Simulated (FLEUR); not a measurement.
ZrTiN2: equation of state with PBEsol

The system is ZrTiN2.

```
Zr Ti N
1.0
     1.57391    0.90870    5.11815
    -1.57391    0.90870    5.11815
     0.00000   -1.81740    5.11815
Zr Ti N
1 1 2
Direct
  0.50000 0.50000 0.50000
  0.00000 0.00000 0.00000
  0.25633 0.25633 0.25633
  0.74367 0.74367 0.74367
```

The cell comes from a database or a generator and needn't be the stable form of this composition.

```
Program                  : FLEUR MaX-R8.1 (later development tree)
Task                     : equation of state
Functional               : PBEsol
Potentials or basis      : all-electron
Basis                    : FLAPW
Kmax                     : 4.69 1/bohr
k mesh                   : 10 × 10 × 10
Occupations              : fermi-dirac, width 0.05 eV
Spin                     : no spin polarisation
Gmax                     : 14.5 1/bohr
Muffin-tin radii         : Zr 2.28, Ti 2.09, N 1.59 bohr
lmax                     : Zr 9, Ti 9, N 8
lnonsphr                 : Zr 9, Ti 9, N 8
Local orbitals a species : Zr 5, Ti 5, N 3
```

```yaml
Equilibrium_volume: 10.55 Å³/atom
Bulk_modulus_at_fixed_shape_and_positions: 280 GPa
Pressure_derivative_of_the_bulk_modulus: 4.3
```

Energy against volume, from the lowest point:
```
volume (Å³/atom)  energy (meV/atom)
          10.321               4.34
          10.541               0.00
          10.760               3.69
          10.980              14.54
          11.200              31.85
          11.419              54.92
          11.639              83.14
```

Caveat: the cell was scaled at fixed shape and fractional positions, which overstates the stiffness of a crystal with free parameters, most of all of layers and chains.
